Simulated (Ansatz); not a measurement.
# GaAs3: the cost of one run

Method: DFT PBE, scalar-relativistic, plane waves, PAW, in Ansatz 0.2.0.

2 further runs of the same task are left out: 1 that didn't finish, 1 set aside as unsound or not needed.

## (1) The structure to begin with

It takes space group P-31m (No. 162, trigonal). The conventional cell has a = 5.778 Å, b = 5.778 Å, c = 5.380 Å, α = 90.00°, β = 90.00°, γ = 120.00°. Ga (site symmetry 32) has 6 As at 2.49 Å in its first shell of neighbours. As (site symmetry m) has 2 Ga at 2.49 Å in its first shell of neighbours.

Coordinates:

```
CELL_PARAMETERS angstrom
5.77849 0.00000 0.00000
-2.88925 5.00432 0.00000
0.00000 0.00000 5.37972
ATOMIC_POSITIONS crystal
Ga 0.33333 0.66667 0.50000
Ga 0.66667 0.33333 0.50000
As 0.31085 0.00000 0.22280
As 0.00000 0.31085 0.22280
As 0.68915 0.68915 0.22280
As 0.00000 0.68915 0.77720
As 0.68915 0.00000 0.77720
As 0.31085 0.31085 0.77720
```

Recipe of the guess: species swapped into a database cell of Ag3O (P-31m, No. 162), with As on the Ag sites and Ga on the O sites. The dimensions are guesses.

## (2) The guess as it stands, on a coarse mesh

input.yaml

```yaml
crystal:
  lattice:
    - [5.77849339, 0.0, 0.0]
    - [-2.8892467, 5.00432208, 0.0]
    - [0.0, 0.0, 5.37971568]
  atoms:
    - { symbol: Ga, position: [0.33333333, 0.66666667, 0.5] }
    - { symbol: Ga, position: [0.66666667, 0.33333333, 0.5] }
    - { symbol: As, position: [0.31084999, 0.0, 0.2228] }
    - { symbol: As, position: [0.0, 0.31084999, 0.2228] }
    - { symbol: As, position: [0.68915001, 0.68915001, 0.2228] }
    - { symbol: As, position: [0.0, 0.68915001, 0.7772] }
    - { symbol: As, position: [0.68915001, 0.0, 0.7772] }
    - { symbol: As, position: [0.31084999, 0.31084999, 0.7772] }
basis:
  ecutwfc: 420
kpoints:
  mp_grid: { grid: [3, 3, 4] }
hamiltonian:
  xc: pbe
scf:
  occupations: { method: gaussian, width: 0.1 }
  lower_state_search: "off"
output:
  forces: true
  stress: true
  eigenvalues: true
```

On the command line:

```bash
$ ansatz run input.yaml --threads 1 --pin off --max-ram 2560MiB --backend cpu --events-out ev --progress --plain --runs-dir out
```

**Question.** How long does this run take on 1 thread of Intel Xeon Platinum 8259CL at 2.50GHz (Skylake/Cascade Lake), shared host, and how much memory does it need?

About 8 s, with a peak of 0.5 GiB.
